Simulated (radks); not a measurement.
# Ionisation of Rb⁺: one atom, several choices of exchange strength α

The task here is to estimate one member of a computed series from the others.

The numbers are computed with radks (a radial shooting solver on a logarithmic mesh, Libxc functionals) version 1 (scalar-relativistic Kohn-Sham, spin-unpolarised, spherical densities, finite nucleus), except any that are marked as measured or tabulated.

## The system

```
element       : rubidium (Z = 37)
charge        : +1
electrons     : 36
configuration : [Kr]
ion           : Rb²⁺, [Ar] 3d10 4s2 4p5
choices       : α = 0.596; α = 0.667; α = 0.746; α = 0.819; α = 0.909; α = 0.969; α = 1.034
```

The outer shells:

Rb⁺
```
[Ar] core
3d [↑↓][↑↓][↑↓][↑↓][↑↓]
4s [↑↓]
4p [↑↓][↑↓][↑↓]
```

Rb²⁺
```
[Ar] core
3d [↑↓][↑↓][↑↓][↑↓][↑↓]
4s [↑↓]
4p [↑↓][↑↓][↑ ]
```

Set-up of the first run:

Input:

```text
Z 37
configuration [Kr]
relativity scalar-relativistic
functional xalpha 0.596
spin unpolarised
nucleus finite rms 4.2036 fm
c 137.035999084
```

Steps of the session up to this table: α = 0.596: Rb⁺.

One of the session's tables, all rows but one given; the rest of the session is left out.

It belongs to the step «α = 0.596: Rb⁺». Sizes of the orbitals, from the radial functions (bohr):

| level | <r> | outermost maximum (interpolated) | 90 % within | nodes |
| --- | --- | --- | --- | --- |
| 1s | 0.04037 | 0.0263 | 0.0722 | 0 |
| 2s | ? | ? | ? | ? |
| 2p | 0.1555 | 0.120 | 0.254 | 0 |
| 3s | 0.5132 | 0.452 | 0.763 | 2 |
| 3p | 0.5216 | 0.448 | 0.795 | 1 |
| 3d | 0.5294 | 0.394 | 0.864 | 0 |
| 4s | 1.464 | 1.26 | 2.17 | 3 |
| 4p | 1.747 | 1.44 | 2.66 | 2 |

Estimate the missing values for 2s.

As computed: <r>: 0.1784; outermost maximum (interpolated): 0.150; 90 % within: 0.276; nodes: 1. In the column «<r>» it lies between 2p (0.1555) and 3s (0.5132).

Limits of these values: Spin polarisation and multiplet splitting are left out, so open shells lie too high by an amount that depends on their filling.
